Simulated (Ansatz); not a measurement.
**CH2BNO: taking an electron away**

Aim: the vertical ionisation energy of CH2BNO, as cation minus neutral at the neutral's geometry, on several levels, and how well −ε(HOMO) stands in for it.

Computed with Ansatz 0.2.0, Gaussian basis. Level: unrestricted cation, the program's frozen cores in correlated methods.

Plan: UKS PBE-D4/def2-TZVPP; UKS r2SCAN-D4/def2-TZVPP; UKS PBE0-D4/def2-TZVPP; UKS B3LYP-D4/def2-TZVPP; UKS wB97X-V/def2-TZVPP; UKS wB97M-V/def2-TZVPP; UKS B2PLYP/def2-TZVPP; UHF-CCSD(T)/def2-TZVPP; UHF-MP2/def2-QZVPP; extrapolation to the limit; then −ε(HOMO) from the neutral's earlier runs with LDA (SPW92), PBE-D4, revPBE-D4, BLYP-D4, r2SCAN-D4, B97M-V, PBE0-D4, B3LYP-D4, r2SCANh-D4, r2SCAN0-D4, HSE06-D4, BHLYP-D4, CAM-B3LYP-D4, LC-ωPBE, ωB97X-V, ωB97M-V.

## Step 1: The relaxed structure

The geometry comes from an earlier relaxation with PBE0-D4 in a triple-zeta def2 set; it is a stationary point.

6 atoms, charge 0, spin multiplicity 1.

Atoms are counted from 1 here; the program's logs count them from 0.

Bond lengths: B1–N2 1.483 Å, B1–C3 1.734 Å, B1–O4 1.430 Å, B1–H5 1.187 Å, N2–C3 1.277 Å, C3–O4 1.395 Å, C3–H6 1.092 Å. Angles: N2–B1–C3 46.0°, N2–B1–O4 96.3°, N2–B1–H5 135.2°, C3–B1–O4 51.2°, C3–B1–H5 163.7°, O4–B1–H5 127.4°, B1–N2–C3 77.4°, B1–C3–N2 56.6°, B1–C3–O4 53.1°, B1–C3–H6 163.7°, N2–C3–O4 108.5°, N2–C3–H6 132.3°, O4–C3–H6 119.0°, B1–O4–C3 75.7°.

As a file:

```mol
CH2BNO
  3D, bonds by distance, orders not assigned

  6  7  0  0  0  0  0  0  0  0999 V2000
    0.4369    0.5095   -0.5826 B   0  0
   -0.7886    0.7495    0.2169 N   0  0
   -0.5180   -0.4704    0.4826 C   0  0
    0.4634   -0.9096   -0.4058 O   0  0
    1.2907    1.1944   -1.0415 H   0  0
   -0.8424   -1.1373    1.2841 H   0  0
  1  2  8  0
  1  3  8  0
  1  4  8  0
  1  5  8  0
  2  3  8  0
  3  4  8  0
  3  6  8  0
M  END
```

## Step 2: Cation, UKS PBE-D4/def2-TZVPP

Contents of in.yaml:

```yaml
crystal:
  periodic: [false, false, false]
  atoms:
    - {symbol: B, position_ang: [0.436887, 0.509462, -0.582586]}
    - {symbol: N, position_ang: [-0.788590, 0.749471, 0.216929]}
    - {symbol: C, position_ang: [-0.518020, -0.470444, 0.482552]}
    - {symbol: O, position_ang: [0.463434, -0.909578, -0.405753]}
    - {symbol: H, position_ang: [1.290740, 1.194387, -1.041461]}
    - {symbol: H, position_ang: [-0.842350, -1.137297, 1.284119]}
basis:
  gaussian: {orbitals: def2-TZVPP}
total_charge: 1
magnetization: {spin_polarized: true, initial_magnetization: 1}
hamiltonian: {xc: pbe, dispersion: d4}
```

Command:

```
$ ansatz run in.yaml --threads 2 --pin off --events-out ev --progress --plain --max-ram 4352MiB
```

The runs that follow: Cation, UKS r2SCAN-D4/def2-TZVPP; Cation, UKS PBE0-D4/def2-TZVPP; Cation, UKS B3LYP-D4/def2-TZVPP; Cation, UKS wB97X-V/def2-TZVPP; Cation, UKS wB97M-V/def2-TZVPP; Cation, UKS B2PLYP (frozen core)/def2-TZVPP; Cation, UHF-CCSD(T)/def2-TZVPP; Cation, UHF-MP2/def2-QZVPP.

Q: Predict the results of all the runs planned. Wanted: ionisation energy, CCSD(T)/CBS; nearest functional by difference; nearest −ε(HOMO); −ε(HOMO) of PBE; T1 of the cation.

The runs gave:

| quantity | value |
| --- | --- |
| ionisation energy, CCSD(T)/CBS | 10.97 eV |
| nearest functional by difference | ωB97M-V (-0.16 eV) |
| nearest −ε(HOMO) | LC-ωPBE (+0.02 eV) |
| −ε(HOMO) of PBE | 6.67 eV |
| T1 of the cation | 0.039 |

What this shows: Energy differences with functionals land within 0.38 eV of the reference. The PBE orbital energy is 4.3 eV too small: a semilocal HOMO is no ionisation energy. Among orbital estimates LC-ωPBE comes nearest. Hartree-Fock falls 1.33 eV short, as the neutral has more correlation energy than the cation. The cation's T1 (from the report) is 0.039, near the customary mark of 0.045 for open shells, so the coupled-cluster value is less safe. The cation may have settled in a state other than its lowest; no search over hole states beyond the program's own was made.
